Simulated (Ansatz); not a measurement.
# Cu: other elements on the same sites

An exercise on one series of results from a longer session: the logs are not shown, and one member is left open.

Method: DFT PBEsol, scalar-relativistic, plane waves, PAW, in Ansatz 0.2.0.

1 further run of the same task is left out (set aside as unsound or not needed).

## Starting point

Symmetry: P6_3/mmc, No. 194, hexagonal system. The conventional cell has a = 2.521 Å, b = 2.521 Å, c = 4.117 Å, α = 90.00°, β = 90.00°, γ = 120.00°. Around Cu (site symmetry -6m2) lie 12 Cu at 2.52 Å.

Structure file:

```cif
data_structure
_symmetry_space_group_name_H-M 'P6_3/mmc'
_symmetry_Int_Tables_number 194
_cell_length_a 2.5206
_cell_length_b 2.5206
_cell_length_c 4.1165
_cell_angle_alpha 90.000
_cell_angle_beta 90.000
_cell_angle_gamma 120.000
_cell_volume 22.65
loop_
_atom_site_label
_atom_site_type_symbol
_atom_site_symmetry_multiplicity
_atom_site_Wyckoff_symbol
_atom_site_fract_x
_atom_site_fract_y
_atom_site_fract_z
_atom_site_occupancy
Cu1 Cu 2 c 0.33333 0.66667 0.25000 1
```

It goes back to an entry of the Materials Project, which need not be the stable form.

It is the result of an earlier relaxation at this level (volume 11.32 Å³/atom; gap on the mesh: none (metal)).

Set-up of the first run:

The input, input.yaml:

```yaml
crystal:
  lattice:
    - [3.5395793878, 0.0, 0.0]
    - [-1.7697896939, 3.0653656685, 0.0]
    - [0.0, 0.0, 5.7806922118]
  atoms:
    - { symbol: Ba, position: [0.3333333333, 0.6666666667, 0.25] }
    - { symbol: Ba, position: [0.6666666667, 0.3333333333, 0.75] }
basis:
  ecutwfc: 420
kpoints:
  mp_grid: { grid: [6, 6, 4] }
hamiltonian:
  xc: pbesol
scf:
  occupations: { method: gaussian, width: 0.1 }
output:
  forces: true
  stress: true
  eigenvalues: true
```

On the command line:

```
ansatz run input.yaml --threads 1 --pin off --max-ram 2560MiB --backend cpu --events-out ev --progress --plain --runs-dir out
```

Among the steps run: Quick check of gap, pressure and forces (Ba); Rough relaxation on the coarse mesh (Ba); Relaxing cell and atoms (Ba); Probe: one point at the start (Na); A loose first relaxation (Na); Relaxing cell and atoms (Na).

One table of the session follows, with a row left open; its other results are not shown here.

Lengths are those of the vectors of the cell that was run:

```
   swap  volume (Å³/atom)  a (Å)  b (Å)  c (Å)
   none             11.32  2.521  2.521  4.117
Cu → Mg                 ?      ?      ?      ?
Cu → Mn             10.32  2.451  2.451  3.966
Cu → Ba             57.77  4.329  4.329  7.118
Cu → Na             36.38  3.729  3.729  6.042
```

**Question.** Estimate the row for Cu → Mg.

As computed: volume (Å³/atom): 22.51; a (Å): 3.188; b (Å): 3.188; c (Å): 5.116. In the column «volume (Å³/atom)» it lies between none (11.32) and Cu → Na (36.38).

Lengths are those of the computed cell. Rows of earlier swaps come from the sessions before.
